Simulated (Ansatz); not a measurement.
# AlCr2C (P6_3/mmc) in Ansatz: band structure with PBEsol

Aim: the band structure of AlCr2C with PBEsol.

All numbers are computed with Ansatz 0.2.0; they aren't measurements. Logs are shortened: lines on timing, memory, paths and dates and some standing lists are left out, and cuts for length are marked.

## Step 1: The structure

The structure is hexagonal, space group P6_3/mmc (No. 194). Conventional cell: a = 2.825 Å, b = 2.825 Å, c = 12.601 Å, α = 90.00°, β = 90.00°, γ = 120.00°. Cr (site symmetry 3m) is surrounded by 3 C at 1.95 Å. Al (site symmetry -6m2) is surrounded by 6 Cr at 2.64 Å and 6 Al at 2.83 Å. C (site symmetry -3m) has 6 Cr at 1.95 Å as nearest neighbours.

The cell comes from a database or a generator and needn't be the stable form of this composition.

## Step 2: Band structure, PBEsol, collinear spin, ferromagnetic start

input.yaml reads:

```yaml
crystal:
  lattice:
    - [2.8251010646, 0.0, 0.0]
    - [-1.4125505323, 2.4466092902, 0.0]
    - [0.0, 0.0, 12.60137368]
  atoms:
    - { symbol: Cr, position: [0.3333333333, 0.6666666667, 0.08505884], spin: 3.0 }
    - { symbol: Cr, position: [0.6666666667, 0.3333333333, 0.58505884], spin: 3.0 }
    - { symbol: Cr, position: [0.6666666667, 0.3333333333, 0.91494116], spin: 3.0 }
    - { symbol: Cr, position: [0.3333333333, 0.6666666667, 0.41494116], spin: 3.0 }
    - { symbol: Al, position: [0.3333333333, 0.6666666667, 0.75] }
    - { symbol: Al, position: [0.6666666667, 0.3333333333, 0.25] }
    - { symbol: C, position: [0.0, 0.0, 0.0] }
    - { symbol: C, position: [0.0, 0.0, 0.5] }
hamiltonian:
  xc: pbesol
  pseudopotentials: { kind: paw }
magnetization:
  spin_polarized: true
kpoints:
  mp_grid: { grid: [11, 11, 2] }
  band_path:
    path:
      - [[0.0, 0.0, 0.0], [0.5, 0.0, 0.0], [0.3333333333, 0.3333333333, 0.0], [0.0, 0.0, 0.0], [0.0, 0.0, 0.5], [0.5, 0.0, 0.5], [0.3333333333, 0.3333333333, 0.5], [0.0, 0.0, 0.5]]
      - [[0.5, 0.0, 0.5], [0.5, 0.0, 0.0]]
      - [[0.3333333333, 0.3333333333, 0.0], [0.3333333333, 0.3333333333, 0.5]]
    npoints: 10
scf:
  occupations: { method: fermi_dirac, width: 0.05 }
  n_extra_bands: 20
output:
  forces: true
  stress: true
  eigenvalues: true
  fatbands: true
  write_density: true
  write_potential: true
  elf: true
  volumetric_format: npy
```

Potentials or basis: Ansatz PAW.

The run is started by

```
$ ansatz run input.yaml --threads 4 --pin off --max-ram 11264MiB --backend cpu --events-out ev --progress --plain --runs-dir out
```

Output:

```text
Warning: RAYON_NUM_THREADS=4 ignored (pool sized by the plan → 4); use --threads N
scf.n_extra_bands = 20 over 35 filled bands (N_el = 70.0): the run solves 55 bands
Engine: ansatz 0.2.0, aarch64-unknown-linux-gnu
Pseudopotentials: kind: paw
Pseudopotential: Cr, paw, valence charge 14, recommended cutoff 420 eV (normal), Cr.paw.azcp
Pseudopotential: Al, paw, valence charge 3, recommended cutoff 420 eV (normal), Al.paw.azcp
Pseudopotential: C, paw, valence charge 4, recommended cutoff 420 eV (normal), C.paw.azcp
Functional definition: PBEsol
  exchange = pbesol_x
  correlation = pbesol_c
Crystal: 8 atoms, lattice volume = 87.100 Å³
Basis set: ecut = 420 eV, 1735 PW (Γ), exchange–correlation on 40×40×180 points (8 copies of the dense FFT grid, shifted against one another)
Bands: 55, of which v1, the nominal top of the filled ones, is band 35 counted from 1 (34 counted from 0)
Symmetry: 24 space group operations
Space group: P63/mmc (ITA 194), of the structure as read, at distance tolerance 4.4e-5 Å
Magnetic group: BNS 194.263 (UNI 1493), of the structure as read, at distance tolerance 4.4e-5 Å
k-points: 32 of 242
Non-local potential: Cr, projectors of the file, l = 0: 3, l = 1: 2, l = 2: 3, l = 3: 1
Non-local potential: Al, projectors of the file, l = 0: 2, l = 1: 2, l = 2: 1
Non-local potential: C, projectors of the file, l = 0: 2, l = 1: 2, l = 2: 1
PAW form: soft (Blöchl's): semilocal exchange-correlation on the pseudo side does not see the compensation charge
PAW frozen core: Cr, regenerated for the run's functional, and the local potential with it (the file was generated under x = pbe(κ = 0.804, μ = 0.2195149727645171), c = pbe(β = 0.06672455060314922))
PAW frozen core: Al, regenerated for the run's functional, and the local potential with it (the file was generated under x = pbe(κ = 0.804, μ = 0.2195149727645171), c = pbe(β = 0.06672455060314922))
PAW frozen core: C, regenerated for the run's functional, and the local potential with it (the file was generated under x = pbe(κ = 0.804, μ = 0.2195149727645171), c = pbe(β = 0.06672455060314922))
PAW one-centre angular grid: Cr, 590 points (default); XC on 64 Gauss nodes
PAW one-centre angular grid: Al, 110 points (default); XC on 64 Gauss nodes
PAW one-centre angular grid: C, 110 points (default); XC on 64 Gauss nodes
Initial density: superposition of atomic densities (chi_scale 0.1, normalization cell, long waves kept (reshape's long-wave potential 0.18 eV rms))
[... 26 lines left out ...]
Absolute magnetization: 0.0000 μB (∫|ρ↑−ρ↓|, with the PAW one-centre terms)
Spin contamination: 0.0000 ħ² per cell (⟨S²⟩ above its minimum at these occupations)
Per-site moments (μB) at R_I (Å): [(-5.876456722400646e-7, 0.8050916623503593), (-5.876456721134185e-7, 0.8050916623503594), (-5.876456721641651e-7, 0.8050916623503594), (-5.876456722020663e-7, 0.8050916623503594), (1.7358339713039834e-8, 1.0898511806310334), (1.735833965919893e-8, 1.0898511806310331), (1.0473398328066418e-7, 0.8050916623503593), (1.0473398326523912e-7, 0.8050916623503594)]
Free energy (F): -14941.085635 eV
Harris-Foulkes:  -14941.085635 eV  (|F-HF|=2.18e-11)
Internal energy: -14941.028107 eV  (E = F + TS)
E sigma→0 (E₀):  -14941.056871 eV
Entropy (-TS):   -0.057529 eV (-7.191 meV/atom)
Fermi energy:    15.021935 eV
--- Per-component energies (eV) ---
  E_band       = -720.455171
  E_kinetic    = 1607.860819
  E_local      = -8492.810678  (includes V_loc(G=0)·N_el)
  E_nonlocal   = 395.665229
  E_hartree    = 3820.646026
  E_xc         = -735.123063
  E_vxc        = -895.859614  (∫ρ·V_xc dr)
  E_paw        = -5769.082494  (= ΣΔE_a)
  E_vpaw       = -976.604048  (= ΣTr[D̂ρ^β])
  E_aug_tail   = 0.001399  (compensation charges beyond the density's cutoff)
  E_ewald      = -5768.905821
  E_core_change = 0.720477  (= ΣΔE_core)
  E_smearing   = -0.057529  (= −TS)
  E_closure    = -0.000000  (closes the sum)
  Σ components = -14941.085635   (vs F -14941.085635, Δ=0.00e0)
--- Forces (eV/Å), atoms counted from 1 ---
  atom   1  Cr     0.00000000     0.00000000    -0.28401587
  atom   2  Cr     0.00000000    -0.00000000    -0.28401587
  atom   3  Cr    -0.00000000    -0.00000000     0.28401587
  atom   4  Cr    -0.00000000     0.00000000     0.28401587
  atom   5  Al    -0.00000000     0.00000000     0.00000000
  atom   6  Al    -0.00000000    -0.00000000     0.00000000
  atom   7  C     -0.00000000     0.00000000    -0.00000000
  atom   8  C     -0.00000000    -0.00000000    -0.00000000
  max |Σ_I F_I| component: 1.13e-16 eV/Å
--- Stress (GPa, compression-positive) ---
       -3.228632      -0.000000       0.000000
        0.000000      -3.228632       0.000000
        0.000000       0.000000      -2.288572
  P = ⅓ Tr σ = -2.9153 GPa (-29.153 kbar)
--- Band table (eV; the first three rows and the last of 64) ---
  k-point 0 ↑: bands = ["-56.6078", "-56.6077", "-56.5524", "-56.5524", "-28.2060", "-28.2043", "-27.9793", "-27.9793", "-27.9792", "-27.9792", "-27.9391", "-27.9391", "-27.9391", "-27.9391", "-27.8990", "-27.8972", "1.5485", "1.6495", "5.3624", "6.1280", "7.6509", "8.8262", "11.0384", "11.0384", "11.0408", "11.0408", "11.7739", "12.5448", "13.5418", "13.8029", "13.9260", "13.9260", "13.9418", "13.9418", "14.8044", "14.8044", "14.8362", "14.8362", "15.6119", "15.6119", "15.6607", "15.6607", "17.7988", "18.4261", "20.1566", "20.5829", "20.5829", "20.6405", "20.6405", "21.3451", "25.1912", "26.4693", "27.7161", "27.7161", "28.1126"]
  k-point 1 ↑: bands = ["-56.6078", "-56.6078", "-56.5524", "-56.5524", "-28.2051", "-28.2051", "-27.9793", "-27.9793", "-27.9793", "-27.9793", "-27.9391", "-27.9391", "-27.9391", "-27.9391", "-27.8981", "-27.8981", "1.5975", "1.5975", "5.6784", "5.6784", "8.2778", "8.2778", "11.0397", "11.0397", "11.0397", "11.0397", "12.1654", "12.1654", "13.6961", "13.6961", "13.9339", "13.9339", "13.9339", "13.9339", "14.8199", "14.8199", "14.8199", "14.8199", "15.6368", "15.6368", "15.6368", "15.6368", "18.0580", "18.0580", "20.6117", "20.6117", "20.6117", "20.6117", "20.7713", "20.7713", "25.8152", "25.8152", "27.9183", "27.9183", "27.9183"]
  k-point 2 ↑: bands = ["-56.6037", "-56.6037", "-56.5503", "-56.5503", "-28.2008", "-28.1992", "-28.0075", "-28.0074", "-27.9877", "-27.9876", "-27.9578", "-27.9577", "-27.9417", "-27.9416", "-27.8966", "-27.8950", "1.6966", "1.7891", "5.5645", "6.2721", "7.8610", "8.9842", "10.6244", "10.8191", "11.0635", "11.0659", "12.0163", "12.5001", "13.5230", "13.7428", "13.7492", "13.8916", "14.0346", "14.0538", "14.5730", "14.7589", "14.7803", "14.7933", "15.6688", "15.6816", "15.7198", "15.7976", "17.8698", "18.6490", "20.2307", "20.4602", "20.4874", "20.5526", "20.6164", "21.6566", "25.2893", "25.5833", "25.5916", "26.3899", "26.7353"]
  k-point 31 ↓: bands = ["-56.5392", "-56.5392", "-56.5334", "-56.5334", "-28.2451", "-28.2451", "-28.2046", "-28.2046", "-28.1796", "-28.1796", "-28.1016", "-28.1016", "-27.9648", "-27.9648", "-27.9424", "-27.9424", "3.8948", "3.8948", "8.8897", "8.8897", "9.4887", "9.4887", "10.4864", "10.4864", "11.5933", "11.5933", "12.0228", "12.0228", "12.6129", "12.6129", "13.0039", "13.0039", "13.7730", "13.7730", "15.3330", "15.3330", "15.8294", "15.8294", "16.4153", "16.4153", "16.6201", "16.6201", "16.8049", "16.8049", "18.2239", "18.2239", "19.0431", "19.0431", "19.2387", "19.2387", "20.5272", "20.5272", "21.9632", "21.9632", "23.4990"]
```

bands.tsv:

```text
[... 115 lines left out ...]
```

rho_z.tsv:

```text
# z_ang	rho[e/angstrom^3]	rho_spin[e/angstrom^3]
# format = ansatz-planar-average/11
# lattice	2.825101065	0.000000000	0.000000000
# lattice	-1.412550532	2.446609290	0.000000000
# lattice	0.000000000	0.000000000	12.601373680
# sites	8
# site	24	0.000000000	1.631072860	1.071858228
# site	24	1.412550532	0.815536430	7.372545068
# site	24	1.412550532	0.815536430	11.529515452
# site	24	0.000000000	1.631072860	5.228828612
# site	13	0.000000000	1.631072860	9.451030260
# site	13	1.412550532	0.815536430	3.150343420
# site	6	0.000000000	0.000000000	0.000000000
# site	6	0.000000000	0.000000000	6.300686840
0.000000	6.903643e-1	2.742414e-8
0.140015	6.904939e-1	2.595807e-8
0.280031	7.021439e-1	1.806074e-8
0.420046	7.790282e-1	2.954787e-9
0.560061	9.947812e-1	-1.413391e-8
0.700076	1.374682e0	-3.930189e-8
[... 82 lines left out ...]
12.321343	7.021439e-1	1.806074e-8
12.461358	6.904939e-1	2.595807e-8
```

It took 19 s on 4 threads of Arm Neoverse V2, shared host; peak memory 0.66 GiB.

Results:

| Quantity | Value |
| --- | --- |
| Free energy | -14941.0856 eV |
| Pressure | -2.9 GPa |
| Largest force | 0.284 eV/Å |
| Band gap on the k mesh | none (metal or under the smearing width) |
| Net moment | 0.00 μB per cell |
| Absolute moment | 0.00 μB per cell |

Forces on the atoms (eV/Å):
```
Cr   0.000  0.000 -0.284
Cr   0.000  0.000 -0.284
Cr   0.000  0.000  0.284
Cr   0.000  0.000  0.284
Al   0.000  0.000  0.000
Al   0.000  0.000  0.000
C    0.000  0.000  0.000
C    0.000  0.000  0.000
```

Levels at the corners of the path, in eV from the Fermi level:
Spin up:
| point | band 32 | band 33 | band 34 | band 35 | band 36 | band 37 |
| --- | --- | --- | --- | --- | --- | --- |
| Γ | -1.10 | -1.08 | -1.08 | -0.22 | -0.22 | -0.19 |
| M | -2.01 | 0.12 | 0.30 | 0.42 | 0.42 | 0.84 |
| K | -2.25 | -1.94 | -0.84 | 0.37 | 0.37 | 0.71 |
| Γ | -1.10 | -1.08 | -1.08 | -0.22 | -0.22 | -0.19 |
| A | -1.09 | -1.09 | -1.09 | -0.20 | -0.20 | -0.20 |
| L | -2.02 | 0.29 | 0.29 | 0.36 | 0.36 | 0.85 |
| H | -2.09 | -1.33 | -1.33 | 0.31 | 0.31 | 0.81 |
| A | -1.09 | -1.09 | -1.09 | -0.20 | -0.20 | -0.20 |
| L | -2.02 | 0.29 | 0.29 | 0.36 | 0.36 | 0.85 |
| M | -2.01 | 0.12 | 0.30 | 0.42 | 0.42 | 0.84 |
| K | -2.25 | -1.94 | -0.84 | 0.37 | 0.37 | 0.71 |
| H | -2.09 | -1.33 | -1.33 | 0.31 | 0.31 | 0.81 |
Spin down:
```csv
point,band 30,band 31,band 32,band 33,band 34,band 35,band 36,band 37,band 38,band 39
Γ,-1.22,-1.10,-1.10,-1.08,-1.08,-0.22,-0.22,-0.19,-0.19,0.59
M,-3.13,-2.05,-2.01,0.12,0.30,0.42,0.42,0.84,0.86,1.23
K,-2.28,-2.25,-2.25,-1.94,-0.84,0.37,0.37,0.71,0.71,1.00
Γ,-1.22,-1.10,-1.10,-1.08,-1.08,-0.22,-0.22,-0.19,-0.19,0.59
A,-1.33,-1.09,-1.09,-1.09,-1.09,-0.20,-0.20,-0.20,-0.20,0.61
L,-3.14,-2.02,-2.02,0.29,0.29,0.36,0.36,0.85,0.85,1.24
H,-2.44,-2.09,-2.09,-1.33,-1.33,0.31,0.31,0.81,0.81,1.36
A,-1.33,-1.09,-1.09,-1.09,-1.09,-0.20,-0.20,-0.20,-0.20,0.61
L,-3.14,-2.02,-2.02,0.29,0.29,0.36,0.36,0.85,0.85,1.24
M,-3.13,-2.05,-2.01,0.12,0.30,0.42,0.42,0.84,0.86,1.23
K,-2.28,-2.25,-2.25,-1.94,-0.84,0.37,0.37,0.71,0.71,1.00
H,-2.44,-2.09,-2.09,-1.33,-1.33,0.31,0.31,0.81,0.81,1.36
```

Caveat: the starting moments collapsed, and a magnetic state may lie lower; the PAW data sets come from PBE, with cores solved anew for the run's functional, which leaves a small shift of forces and pressure; the starting moments weren't kept.
